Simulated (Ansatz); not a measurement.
**CH3NOSn: small, medium and large basis sets**

How large a basis does CH3NOSn need? Two functionals are run in growing sets.

Computed with Ansatz 0.2.0, Gaussian basis. Level: one geometry, several basis sets.

The runs, in order: PBE0-D4/def2-SVP; ωB97M-V/def2-SVP; PBE0-D4/def2-QZVPP; ωB97M-V/def2-QZVPP; the functionals' def2-TZVPP values are taken from earlier runs.

**1. The geometry**

The geometry comes from an earlier relaxation with PBE0-D4 in a triple-zeta def2 set; it is a stationary point, not always the lowest conformer. Sn takes the def2 core potential; no spin-orbit term is included.

7 atoms, charge 0, spin multiplicity 1.

Atoms are counted from 1 here; the program's logs count them from 0.

Bond lengths: O1–C2 1.151 Å, C2–N3 1.220 Å, N3–Sn4 2.506 Å, N3–H5 1.009 Å, Sn4–H6 1.777 Å, Sn4–H7 1.777 Å. Angles: O1–C2–N3 174.1°, C2–N3–Sn4 127.2°, C2–N3–H5 122.4°, Sn4–N3–H5 110.3°, N3–Sn4–H6 82.5°, N3–Sn4–H7 82.5°, H6–Sn4–H7 90.6°.

Geometry (Å):

```xyz
7

O    -0.0629   -2.6291    1.0975
C     0.2203   -1.5752    0.7312
N     0.4024   -0.4478    0.3020
Sn   -1.2677    1.0253   -0.8478
H     1.2926    0.0223    0.3753
H    -0.6097    2.2454    0.2642
H     0.0861    1.2911   -1.9680
```

**2. PBE0-D4 in def2-SVP**

Input file in.yaml:

```yaml
crystal:
  periodic: [false, false, false]
  atoms:
    - {symbol: O, position_ang: [-0.062905, -2.629107, 1.097473]}
    - {symbol: C, position_ang: [0.220289, -1.575172, 0.731188]}
    - {symbol: N, position_ang: [0.402427, -0.447840, 0.301976]}
    - {symbol: Sn, position_ang: [-1.267699, 1.025295, -0.847837]}
    - {symbol: H, position_ang: [1.292617, 0.022342, 0.375285]}
    - {symbol: H, position_ang: [-0.609657, 2.245364, 0.264167]}
    - {symbol: H, position_ang: [0.086129, 1.291119, -1.967952]}
basis:
  gaussian: {orbitals: def2-SVP}
hamiltonian: {xc: pbe0, dispersion: d4}
output: {orbitals: {seedname: orbitals}}
```

Launch:

```
$ ansatz run in.yaml --threads 2 --pin off --events-out ev --progress --plain --max-ram 4352MiB
```

Further steps of the session: ωB97M-V in def2-SVP; PBE0-D4 in def2-QZVPP; ωB97M-V in def2-QZVPP.

Q: Predict the results of all the runs planned. Wanted: PBE0-D4: double and triple zeta above quadruple; ωB97M-V: double and triple zeta above quadruple.

As calculated:

```
                                       quantity          value
PBE0-D4: double and triple zeta above quadruple  5.83, 0.29 eV
ωB97M-V: double and triple zeta above quadruple  6.03, 0.27 eV
```

In words: For PBE0-D4 the step from double to triple zeta gains 5.55 eV and the next only 0.29 eV. These are total energies; as a rule much of such shifts cancels in differences, which this series doesn't test.
